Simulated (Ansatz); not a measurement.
# WCl+ (triplet): the correlation ladder, def2-SVP

One table from this session's results is given with a row withheld; the runs are named, their logs left out.

Method: def2-SVP, core rule «outside noble gas», up to 9 orbitals frozen; program: Ansatz 0.2.0, Gaussian basis.

To be run: UHF; CCSD(T) on ROHF; CCSD(T) on UHF; CISD; CCSDT(Q) on ROHF; CCSDT(Q) on UHF; CASSCF and MRCISD+Q, 12 electrons in 10 orbitals; CASSCF and NEVPT2, 12 electrons in 10 orbitals.

8 further runs of the same task are left out: 2 that didn't finish, 6 set aside as unsound or not needed.

## The system

The geometry is a PBE0/def2-TZVP stationary point (not a proven minimum) of the parent state, kept for this charge and spin. No spin-orbit coupling is included. Elements past krypton take def2 core potentials.

2 atoms, charge 1, spin multiplicity 3.

Atoms are counted from 1 here; the program's logs count them from 0.

Bond lengths: W1–Cl2 2.244 Å.

The first run:

Input file in.yaml:

```yaml
crystal:
  periodic: [false, false, false]
  atoms:
    - {symbol: W, position_ang: [0.000000, 0.000000, 0.000000]}
    - {symbol: Cl, position_ang: [0.000000, 0.000000, 2.243923]}
basis:
  gaussian: {orbitals: def2-SVP}
total_charge: 1
magnetization: {spin_polarized: true, initial_magnetization: 2}
hamiltonian: {xc: hf}
output: {orbitals: {seedname: orbitals}}
```

Started as:

```bash
$ ansatz run in.yaml --threads 1 --pin off --events-out ev --progress --plain --max-ram 2393MiB
```

Steps of the session up to this table: UHF; CCSD(T) on ROHF; CCSD(T) on UHF; CISD; CCSDT(Q) on ROHF; CCSDT(Q) on UHF; CASSCF and MRCISD+Q, 12 electrons in 10 orbitals; CASSCF and NEVPT2, 12 electrons in 10 orbitals.

One of the session's tables, all rows but one given; the rest of the session is left out.

It belongs to the step «Misses and costs». 

```
          method  from RCCSDT(Q) (meV)
            ROHF               +7045.5
             UHF               +6075.2
            RMP2               +1363.7
            UMP2                +581.2
           RCCSD                +541.7
           UCCSD                -443.4
        RCCSD(T)                +166.2
        UCCSD(T)                -993.8
          RCCSDT                 +42.7
          UCCSDT                     ?
       RCCSDT(Q)                     0
       UCCSDT(Q)               -1210.8
  CASSCF valence               +5433.5
  NEVPT2 valence               +1219.6
  MRCISD valence                +465.1
MRCISD+Q valence                 +76.7
```

**Question.** Estimate the row for UCCSDT.

As computed: from RCCSDT(Q) (meV): -1131.0. In the column «from RCCSDT(Q) (meV)» it lies between UCCSDT(Q) (-1210.8) and UCCSD(T) (-993.8).

Not comparable, so not listed: CISD (they don't share determinant, frozen orbitals or solution with the rows shown, or repeat one).

Caveats from the session: The determinant is far from a pure spin state, so its energy mixes those of several spin states (harmless only where they are near-degenerate, as at dissociation). The program flags RCCSD(T), UCCSD(T), UCCSDT(Q) as in doubt, so those rows may rest on another solution; read them beside their warnings. Warnings: spin contamination; coupled cluster took another determinant than the lowest; large T1 diagnostic. Restricted and unrestricted rows rest on different reference determinants; where their highest levels disagree by more than a few hundredths of an eV, they describe different states and don't form one ladder.
